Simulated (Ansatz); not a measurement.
Geometry optimisation, Ansatz 0.2.0, DFT PBEsol, scalar-relativistic, plane waves, PAW.

Input:

```yaml
crystal:
  lattice:
    - [0.0, 5.43, 5.43]
    - [5.43, 0.0, 5.43]
    - [5.43, 5.43, 0.0]
  atoms:
    - { symbol: Si, position: [0.0, 0.0, 0.0] }
    - { symbol: Si, position: [0.125, 0.125, 0.125] }
    - { symbol: Si, position: [0.0, 0.0, 0.5] }
    - { symbol: Si, position: [0.125, 0.125, 0.625] }
    - { symbol: Si, position: [0.0, 0.5, 0.0] }
    - { symbol: Si, position: [0.125, 0.625, 0.125] }
    - { symbol: Si, position: [0.0, 0.5, 0.5] }
    - { symbol: Si, position: [0.125, 0.625, 0.625] }
    - { symbol: Si, position: [0.5, 0.0, 0.0] }
    - { symbol: Si, position: [0.625, 0.125, 0.125] }
    - { symbol: Si, position: [0.5, 0.0, 0.5] }
    - { symbol: Si, position: [0.625, 0.125, 0.625] }
    - { symbol: Si, position: [0.5, 0.5, 0.0] }
    - { symbol: Si, position: [0.625, 0.625, 0.125] }
    - { symbol: Si, position: [0.5, 0.5, 0.5] }
    - { symbol: Si, position: [0.625, 0.625, 0.625] }
    - { symbol: Ge, position: [1.26778967, 0.2543132, 0.23602339] }
basis:
  ecutwfc: 420.0
kpoints:
  mp_grid: { grid: [2, 2, 2] }
hamiltonian:
  xc: pbesol
  pseudopotentials: { kind: paw, azcp: { folder: soft_1 } }
scf:
  occupations: { method: fermi_dirac, width: 0.05 }
  lower_state_search: "off"
relax:
  f_tol: 0.03
  max_steps: 60
  adjacent_minimum: "off"
```

Run as:

```bash
$ ansatz run input.yaml --threads 1 --pin off --max-ram 3072MiB --backend cpu --events-out ev --progress --plain --runs-dir out
```

**Question.** Where does it end, and by what steps?

**Answer.** It converged. The force dipped under the threshold on the way, but the program's further checks kept it going. Limits of this set-up: coarse k mesh, PAW files made for another functional. After 4 steps the energy has fallen by 0.417 eV; Ge17 moved furthest, 0.12 Å.

```tsv
step	energy less start (eV)	largest force component (eV/Å)	accepted
0	0.0000	1.550	yes
1	-0.3600	0.573	yes
2	-0.4123	0.141	yes
3	-0.4170	0.008	yes
4	-0.4170	0.008	yes
```

```xyz
17
Lattice="0.0000 5.4300 5.4300 5.4300 0.0000 5.4300 5.4300 5.4300 0.0000" Properties=species:S:1:pos:R:3
Si -0.005 0.002 0.012
Si 1.315 1.319 1.326
Si 2.712 2.715 -0.040
Si 4.108 4.112 1.327
Si 2.714 -0.047 2.721
Si 4.111 1.317 4.120
Si 5.475 2.714 2.721
Si 6.779 4.079 4.084
Si -0.051 2.718 2.722
Si 1.312 4.117 4.121
Si 2.710 5.479 2.722
Si 4.077 6.782 4.085
Si 2.712 2.717 5.484
Si 4.079 4.082 6.784
Si 5.429 5.431 5.433
Si 6.777 6.780 6.785
Ge 2.710 8.147 8.157
```

Whether the end is a true minimum wasn't checked by a vibrational analysis.

Run time: 29 s on 1 thread of Arm Neoverse V1 (shared host), peak memory 0.54 GiB.
